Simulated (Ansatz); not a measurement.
# HfN+ (quintet): from Hartree-Fock to the top rungs, def2-QZVPP

The task here is to estimate one member of a computed series from the others.

Program: Ansatz 0.2.0, Gaussian basis. Level of theory: def2-QZVPP, core rule «outside noble gas», up to 5 orbitals frozen. These are calculated values, not measurements.

Plan: UHF; ROHF; CCSD(T) on UHF.

2 further runs of the same task are left out: 2 set aside as unsound or not needed.

**What is computed**

The geometry is a PBE0/def2-TZVP stationary point (not a proven minimum) of the parent state, kept for this charge and spin. No spin-orbit coupling is included. Elements past krypton take def2 core potentials.

2 atoms, charge 1, spin multiplicity 5.

Atoms are counted from 1 here; the program's logs count them from 0.

Bond lengths: Hf1–N2 1.737 Å.

Set-up of the first run:

Contents of in.yaml:

```yaml
crystal:
  periodic: [false, false, false]
  atoms:
    - {symbol: Hf, position_ang: [0.000000, 0.000000, 0.000000]}
    - {symbol: N, position_ang: [0.000000, 0.000000, 1.737400]}
basis:
  gaussian: {orbitals: "def2-QZVPP.json"}
total_charge: 1
magnetization: {spin_polarized: true, initial_magnetization: 4}
hamiltonian: {xc: hf}
output: {orbitals: {seedname: orbitals}}
```

Started as:

```
$ ansatz run in.yaml --threads 1 --pin off --events-out ev --progress --plain --max-ram 3968MiB --backend cpu
```

Steps of the session up to this table: UHF; ROHF; CCSD(T) on UHF.

One of the session's tables, all rows but one given; the rest of the session is left out.

| method | from UCCSD(T) (kJ/mol) |
| --- | --- |
| ROHF | +554.8 |
| UHF | ? |
| UMP2 | +65.0 |
| UCCSD | +22.4 |
| UCCSD(T) | 0 |

**Question.** Estimate the row for UHF.

**Answer.** from UCCSD(T) (kJ/mol): +531.6. In the column «from UCCSD(T) (kJ/mol)» it lies between UMP2 (+65.0) and ROHF (+554.8).
